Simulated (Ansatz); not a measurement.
# MoS2: the band gap up the ladder of functionals

An exercise on one series of results from a longer session: the logs are not shown, and one member is left open.

The runs shown are made with Ansatz 0.2.0. PAW datasets, plane waves. (Simulation; spin polarisation is off.)

## Starting point

The cell was relaxed beforehand with r2SCAN+rVV10.

Space group P6_3/mmc (No. 194), hexagonal; a = 3.173 Å, c = 12.436 Å in the conventional setting, 18.07 Å³ an atom. Around Mo lie 6 S at 2.40 Å; around S lie 3 Mo at 2.40 Å.

As a file:

Space group P6_3/mmc (No. 194). a = 3.173 Å, b = 3.173 Å, c = 12.436 Å, α = 90.00°, β = 90.00°, γ = 120.00°
```json
{"atom": "Mo", "site": "2c", "symmetry": "-6m2", "x": "0.3333", "y": "0.6667", "z": "0.2500"}
{"atom": "S", "site": "4f", "symmetry": "3m.", "x": "0.6667", "y": "0.3333", "z": "0.3751"}
```

Set-up of the first run:

Input file input.yaml:

```yaml
crystal:
  lattice:
    - [3.1730199293, 0.0, 0.0]
    - [-1.5865099647, 2.7479158655, 0.0]
    - [0.0, 0.0, 12.4358959592]
  atoms:
    - { symbol: Mo, position: [0.3333333333, 0.6666666667, 0.25] }
    - { symbol: Mo, position: [0.6666666667, 0.3333333333, 0.75] }
    - { symbol: S, position: [0.6666666667, 0.3333333333, 0.3750995322] }
    - { symbol: S, position: [0.6666666667, 0.3333333333, 0.1249004678] }
    - { symbol: S, position: [0.3333333333, 0.6666666667, 0.8750995322] }
    - { symbol: S, position: [0.3333333333, 0.6666666667, 0.6249004678] }
kpoints:
  mp_grid: { grid: [12, 12, 2] }
  band_path:
    path:
      - [[0.0, 0.0, 0.0], [0.5, 1.403309577763e-17, 0.0], [0.3333333333333, 0.3333333333333, 0.0], [0.0, 0.0, 0.0], [0.0, 0.0, 0.5], [0.5, 1.403309577763e-17, 0.5], [0.3333333333333, 0.3333333333333, 0.5], [0.0, 0.0, 0.5]]
      - [[0.5, 1.403309577763e-17, 0.5], [0.5, 1.403309577763e-17, 0.0]]
      - [[0.3333333333333, 0.3333333333333, 0.5], [0.3333333333333, 0.3333333333333, 0.0]]
    npoints: 10
hamiltonian:
  xc: pbe
scf:
  occupations: { method: fermi_dirac, width: 0.02 }
  n_extra_bands: 5
output:
  forces: true
  stress: true
  eigenvalues: true
  write_density: true
  write_potential: true
  elf: true
  volumetric_format: npy
```

Run with:

```bash
$ ansatz run input.yaml --threads 2 --pin off --max-ram 20275MiB --backend cpu --events-out ev --progress --plain --runs-dir out
```

Among the steps run: PBE bands along the symmetry lines; r2SCAN at the same geometry; HSE06; PBE+SOC; Single point with PBE0.

One of the session's tables, all rows but one given; the rest of the session is left out.

```
  level  gap (eV)
    PBE      0.94
 r2SCAN      1.03
  HSE06         ?
PBE+SOC      0.92
   PBE0      2.13
```

Estimate the missing values for HSE06.

The run gave: gap (eV): 1.48. In the column «gap (eV)» it lies between r2SCAN (1.03) and PBE0 (2.13).

Meshes: PBE 12×12×2, r2SCAN 12×12×2, HSE06 6×6×2, PBE+SOC 12×12×2, PBE0 6×6×2

In words: The gap runs from 0.92 eV (PBE+SOC) to 2.13 eV (PBE0). Against HSE06, PBE is short by 0.54 eV, at 64 % of it, and r2SCAN 70 %. PBE0 lies 0.66 eV above HSE06, which differs from it by screening the long-range exchange. The calculation is for fixed nuclei; the measurement holds lattice motion too.

Caveats from the session: Warnings in the runs' records: stress scf threshold loose, stress exchange threshold loose.
